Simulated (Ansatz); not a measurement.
Geometry optimisation, DFT PBEsol, scalar-relativistic, plane waves, PAW in Ansatz 0.2.0.

Input file:

```yaml
crystal:
  lattice:
    - [6.32, 0.0, 0.0]
    - [0.0, 6.32, 0.0]
    - [0.0, 0.0, 6.32]
  atoms:
    - { symbol: W, position: [0.0, 0.0, 0.0] }
    - { symbol: W, position: [0.5, 0.0, 0.0] }
    - { symbol: W, position: [0.0, 0.5, 0.0] }
    - { symbol: W, position: [0.0, 0.0, 0.5] }
    - { symbol: W, position: [0.25, 0.25, 0.25] }
    - { symbol: W, position: [0.5, 0.5, 0.0] }
    - { symbol: W, position: [0.5, 0.0, 0.5] }
    - { symbol: W, position: [0.75, 0.25, 0.25] }
    - { symbol: W, position: [0.0, 0.5, 0.5] }
    - { symbol: W, position: [0.25, 0.75, 0.25] }
    - { symbol: W, position: [0.25, 0.25, 0.75] }
    - { symbol: W, position: [0.5, 0.5, 0.5] }
    - { symbol: W, position: [0.75, 0.75, 0.25] }
    - { symbol: W, position: [0.75, 0.25, 0.75] }
    - { symbol: W, position: [0.25, 0.75, 0.75] }
    - { symbol: W, position: [0.75, 0.75, 0.75] }
    - { symbol: "N", position: [0.24729588, 0.49298329, -0.10966302] }
basis:
  ecutwfc: 420.0
kpoints:
  mp_grid: { grid: [3, 3, 3] }
hamiltonian:
  xc: pbesol
scf:
  occupations: { method: fermi_dirac, width: 0.1 }
  lower_state_search: "off"
relax:
  f_tol: 0.03
  max_steps: 60
  adjacent_minimum: "off"
output:
  write_density: true
  write_potential: true
  elf: true
  volumetric_format: npy
```

Command:

```bash
$ ansatz run input.yaml --threads 4 --pin off --max-ram 10240MiB --backend cpu --events-out ev --progress --plain --runs-dir out
```

Question: Where does it end, and by what steps?

Answer: The forces met the threshold. The force dipped under the threshold on the way, but the program's further checks kept it going. Limits of this set-up: coarse k mesh, odd electron count without spin, a small cell, in which the defect meets its images, a typed lattice constant that wasn't relaxed here. After 8 steps the energy has fallen by 3.340 eV; N17 moved furthest, 0.66 Å. The start is strongly strained (largest force component 10 eV/Å).

```json
{"step": "0", "energy less start (eV)": "0.0000", "largest force component (eV/Å)": "10.319", "accepted": "yes"}
{"step": "1", "energy less start (eV)": "-1.5223", "largest force component (eV/Å)": "2.712", "accepted": "yes"}
{"step": "2", "energy less start (eV)": "-2.6894", "largest force component (eV/Å)": "0.849", "accepted": "yes"}
{"step": "3", "energy less start (eV)": "-2.8138", "largest force component (eV/Å)": "1.082", "accepted": "yes"}
{"step": "4", "energy less start (eV)": "-3.0613", "largest force component (eV/Å)": "1.392", "accepted": "yes"}
{"step": "5", "energy less start (eV)": "-3.2649", "largest force component (eV/Å)": "0.991", "accepted": "yes"}
{"step": "6", "energy less start (eV)": "-3.3358", "largest force component (eV/Å)": "0.254", "accepted": "yes"}
{"step": "7", "energy less start (eV)": "-3.3396", "largest force component (eV/Å)": "0.030", "accepted": "yes"}
{"step": "8", "energy less start (eV)": "-3.3396", "largest force component (eV/Å)": "0.030", "accepted": "yes"}
```

```xyz
17
Lattice="6.3200 0.0000 0.0000 0.0000 6.3200 0.0000 0.0000 0.0000 6.3200" Properties=species:S:1:pos:R:3
W -0.011 -0.003 -0.041
W 3.169 -0.003 -0.041
W -0.288 3.157 -0.041
W 0.033 -0.002 3.120
W 1.579 1.580 1.536
W 3.446 3.158 -0.041
W 3.125 -0.002 3.120
W 4.739 1.521 1.594
W -0.012 3.157 3.119
W 1.579 4.736 1.537
W 1.579 1.581 4.703
W 3.170 3.157 3.119
W 4.739 4.793 1.594
W 4.739 1.522 4.643
W 1.579 4.732 4.702
W 4.739 4.793 4.643
N 1.579 3.158 -0.039
```

Whether the end is a true minimum wasn't checked by a vibrational analysis.

Time of the run: 2.2 min on 4 threads of AMD EPYC 7R13 Processor (Zen 3) (shared host), peak memory 1.4 GiB.
